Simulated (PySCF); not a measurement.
# Te2 (triplet): changing the method

Starting from one script, swap the method and compare what comes out for Te2 (triplet).

The runs use PySCF 2.14.0; each script names its method and basis.

5 further runs of the same task are left out: 2 for a known fault of the program, 3 that didn't finish.

## Step 1: The system as given

Te2 (triplet): 2 atoms, charge 0, spin multiplicity 3.

Bond lengths: Te1–Te2 2.772 Å.

## Step 2: The base run

Contents of input.py:

```python
from pyscf import gto, scf, mcscf

mol = gto.M(
    atom='Te 0 0 0; Te 0 0 2.772',
    basis='def2-svp',
    ecp={'Te': 'def2-svp'},
    charge=0,
    spin=2,
    verbose=4,
)
mf = scf.ROHF(mol)
mf.kernel()
mc = mcscf.CASSCF(mf, 6, 6)
mc.kernel()
mc.analyze()
mf.dip_moment()
print('orbital energies (hartree):', mf.mo_energy[..., max(0, mol.nelec[1]-3):mol.nelec[0]+3].round(4))
```

On the command line:

```
OMP_NUM_THREADS=1 python input.py
```

## Step 3: MP2 (UHF)

Variant 1 changes step after the SCF: casscf → mp2; SCF type: ROHF → UHF; frozen orbitals: none → 8.

Contents of input.py:

```python
from pyscf import gto, scf, mp

mol = gto.M(
    atom='Te 0 0 0; Te 0 0 2.772',
    basis='def2-svp',
    ecp={'Te': 'def2-svp'},
    charge=0,
    spin=2,
    verbose=4,
)
mf = scf.UHF(mol)
mf.kernel()
mp.MP2(mf, frozen=8).kernel()
mf.dip_moment()
print('orbital energies (hartree):', [e[max(0, n-3):n+3].round(4) for e, n in zip(mf.mo_energy, mol.nelec)])
```

## Step 4: Population analysis

Variant 2 changes step after the SCF: casscf → analyze.

input.py: that of step 2 with these lines changed.

```diff
@@ -1,2 +1,2 @@
-from pyscf import gto, scf, mcscf
+from pyscf import gto, scf
 
@@ -12,5 +12,3 @@
 mf.kernel()
-mc = mcscf.CASSCF(mf, 6, 6)
-mc.kernel()
-mc.analyze()
+mf.mulliken_pop()
 mf.dip_moment()
```

Q: Predict the outcome of this session. Wanted: for each run, E(SCF); from base; gap, α spin; after the SCF.

As calculated:

```tsv
run	E(SCF) (hartree)	from base (eV)	cycles	gap, α spin (eV)	after the SCF
base	-534.000024	0	8	n/a	CASSCF correlation -0.856 eV
MP2 (UHF)	-534.008353	-0.2266	10	9.58	MP2 correlation -6.157 eV, core frozen
population analysis	-534.000024	0.0000	8	n/a	n/a
```

What this shows: Total energies from different bases, Hamiltonians or methods carry different errors, so properties are taken as differences within one set-up.
